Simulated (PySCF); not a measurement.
# TlF−: bond curves at several levels of theory

One table from this session's results is given with a row withheld; the runs are named, their logs left out.

Program: PySCF 2.14.0. Level of theory: Tl def2-SVPD with ECP60, F def2-SVPD, scalar-relativistic core potentials. These are calculated values, not measurements.

2 further runs of the same task are left out: 2 set aside as unsound or not needed.

The first run:

Settings of the job:

| Quantity | Value |
| --- | --- |
| atoms | Tl, F |
| charge | -1 |
| basis | Tl def2-SVPD with ECP60, F def2-SVPD |
| Hamiltonian | scalar-relativistic core potentials |
| basis functions | 55 |
| electrons treated | 31 |
| masses in u | 204.9744, 18.9984 |
| levels | PBE0, PBE, r²SCAN, M06, BLYP, r²SCAN0, ωB97X, HF, MP2, SCS-MP2, CCSD, CCSD(T) |
| grid | 80 radial by 434 angular points |
| occupations | held fixed by the projection of orbital angular momentum |
| dissociation limit | Tl + F−, each in its ground configuration |
| starting distance in angstrom | 2.145 |
| values of 2S to try | 1, 3 |

Run with:

```
OMP_NUM_THREADS=1 python dia.py task.json out
```

Among the steps run: Input; PBE0 along the bond; PBE; r²SCAN; M06 (hybrid meta-GGA); BLYP; r²SCAN0 (hybrid meta-GGA); ωB97X; UHF (mean field); Adding correlation.

One table of the session follows, with a row left open; its other results are not shown here.

It belongs to the step «The curves together». Energy (eV) from each level's lowest point:

| R (Å) | UHF | UHF-MP2 | UHF-SCS-MP2 | UHF-CCSD | UHF-CCSD(T) |
| --- | --- | --- | --- | --- | --- |
| 1.945 | 0.578 | 0.618 | 0.641 | n/a | n/a |
| 2.036 | 0.236 | 0.259 | 0.275 | 0.258 | 0.265 |
| 2.126 | 0.064 | 0.074 | 0.083 | 0.074 | 0.078 |
| 2.194 | 0.010 | 0.014 | 0.018 | 0.014 | 0.016 |
| 2.262 | 0.000 | 0.000 | 0.000 | 0.000 | 0.000 |
| 2.330 | 0.021 | 0.019 | 0.015 | 0.019 | 0.017 |
| 2.420 | 0.079 | 0.079 | 0.070 | 0.077 | 0.075 |
| 2.533 | ? | ? | ? | ? | ? |
| 2.669 | 0.319 | 0.337 | 0.314 | 0.329 | 0.328 |
| 2.850 | 0.502 | 0.539 | 0.509 | n/a | n/a |

Q: Estimate the row for R (Å) = 2.533 from the others.

Worked estimate for «UHF». A straight line through the neighbours (2.420, 0.079) and (2.669, 0.319) gives 0.079 + (0.319 − 0.079) × (2.533 − 2.420) / (2.669 − 2.420) = 0.188; a parabola fitted to 4 rows on both sides gives 0.185.

As computed: UHF: 0.181; UHF-MP2: 0.187; UHF-SCS-MP2: 0.171; UHF-CCSD: 0.182; UHF-CCSD(T): 0.180. In «UHF» the line misses by +0.007 and the parabola by +0.004.
